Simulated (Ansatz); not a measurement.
**C2H7BSi: how energies converge with the basis set**

Aim: see how fast density functionals converge with the basis set for C2H7BSi.

Method: one geometry, several basis sets; program: Ansatz 0.2.0, Gaussian basis.

The runs, in order: PBE0-D4/def2-SVP; ωB97M-V/def2-SVP; PBE0-D4/def2-QZVPP; ωB97M-V/def2-QZVPP; the functionals' def2-TZVPP values are taken from earlier runs.

## Step 1: The relaxed structure

The geometry comes from an earlier relaxation with PBE0-D4 in a triple-zeta def2 set; it is a stationary point, not always the lowest conformer.

11 atoms, charge 0, spin multiplicity 1.

Atoms are counted from 1 here; the program's logs count them from 0.

Bond lengths: B1–Si2 2.090 Å, B1–C3 1.667 Å, B1–C4 1.591 Å, B1–H5 1.189 Å, B1–H6 1.280 Å, Si2–C3 1.768 Å, Si2–H7 1.481 Å, Si2–H8 1.478 Å, C3–C4 1.487 Å, C3–H9 1.081 Å, C4–H10 1.085 Å, C4–H11 1.086 Å. Angles: Si2–B1–C3 54.8°, Si2–B1–C4 93.2°, Si2–B1–H5 127.2°, Si2–B1–H6 59.2°, C3–B1–C4 54.2°, C3–B1–H5 126.5°, C3–B1–H6 108.8°, C4–B1–H5 132.4°, C4–B1–H6 109.6°, H5–B1–H6 112.4°, B1–Si2–C3 50.3°, B1–Si2–H7 118.5°, B1–Si2–H8 117.1°, C3–Si2–H7 124.3°, C3–Si2–H8 119.5°, H7–Si2–H8 112.7°, B1–C3–Si2 74.9°, B1–C3–C4 60.3° and more.

## Step 2: PBE0-D4 in def2-SVP

in.yaml

```yaml
crystal:
  periodic: [false, false, false]
  atoms:
    - {symbol: B, position_ang: [-0.323513, 0.816864, -0.352924]}
    - {symbol: Si, position_ang: [-0.436947, -0.524514, 1.246456]}
    - {symbol: C, position_ang: [-0.024697, -0.820391, -0.447447]}
    - {symbol: C, position_ang: [0.993214, 0.144738, -0.940027]}
    - {symbol: H, position_ang: [-1.222168, 1.403239, -0.865427]}
    - {symbol: H, position_ang: [-0.108752, 1.207296, 0.847366]}
    - {symbol: H, position_ang: [0.556377, -0.408714, 2.339250]}
    - {symbol: H, position_ang: [-1.787002, -0.872396, 1.737987]}
    - {symbol: H, position_ang: [-0.631390, -1.410716, -1.120031]}
    - {symbol: H, position_ang: [1.114963, 0.181993, -2.017832]}
    - {symbol: H, position_ang: [1.935515, 0.225601, -0.406772]}
basis:
  gaussian: {orbitals: def2-SVP}
hamiltonian: {xc: pbe0, dispersion: d4}
output: {orbitals: {seedname: orbitals}}
```

The run is started by

```console
$ ansatz run in.yaml --threads 2 --pin off --events-out ev --progress --plain --max-ram 4352MiB
```

After this run come: ωB97M-V in def2-SVP; PBE0-D4 in def2-QZVPP; ωB97M-V in def2-QZVPP.

Before running them: what should the planned runs give, taken together? Wanted: PBE0-D4: double and triple zeta above quadruple; ωB97M-V: double and triple zeta above quadruple.

**Answer**, as computed:

| quantity | value |
| --- | --- |
| PBE0-D4: double and triple zeta above quadruple | 6.26, 0.44 eV |
| ωB97M-V: double and triple zeta above quadruple | 6.44, 0.41 eV |

For PBE0-D4 the step from double to triple zeta gains 5.82 eV and the next only 0.44 eV. These are total energies; as a rule much of such shifts cancels in differences, which this series doesn't test. The LUMO of ωB97M-V is positive and keeps falling with the basis (1.49 to 0.85 eV): an unbound level that the basis holds in place.
